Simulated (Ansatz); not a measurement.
# FW: the cost of one run

Program: Ansatz 0.2.0, Gaussian basis. Level of theory: def2-QZVPP, core rule «outside noble gas», up to 5 orbitals frozen. These are calculated values, not measurements.

To be run: UHF; ROHF; CCSD(T) on UHF.

2 further runs of the same task are left out: 2 set aside as unsound or not needed.

## 1. What is computed

The geometry is a PBE0/def2-TZVP stationary point (not a proven minimum) of the parent state, kept for this charge and spin. No spin-orbit coupling is included. Elements past krypton take def2 core potentials.

2 atoms, charge 1, spin multiplicity 3.

Atoms are counted from 1 here; the program's logs count them from 0.

Bond lengths: W1–F2 1.828 Å.

## 2. UHF

Input file in.yaml:

```yaml
crystal:
  periodic: [false, false, false]
  atoms:
    - {symbol: W, position_ang: [0.000000, 0.000000, 0.000000]}
    - {symbol: F, position_ang: [0.000000, 0.000000, 1.827922]}
basis:
  gaussian: {orbitals: "def2-QZVPP.json"}
total_charge: 1
magnetization: {spin_polarized: true, initial_magnetization: 2}
hamiltonian: {xc: hf}
output: {orbitals: {seedname: orbitals}}
```

Started as:

```console
$ ansatz run in.yaml --threads 1 --pin off --events-out ev --progress --plain --max-ram 4096MiB --backend cpu
```

What time and memory should one allow on 1 thread of AMD EPYC 7R13, shared host?

About 27 s, with a peak of 0.3 GiB.
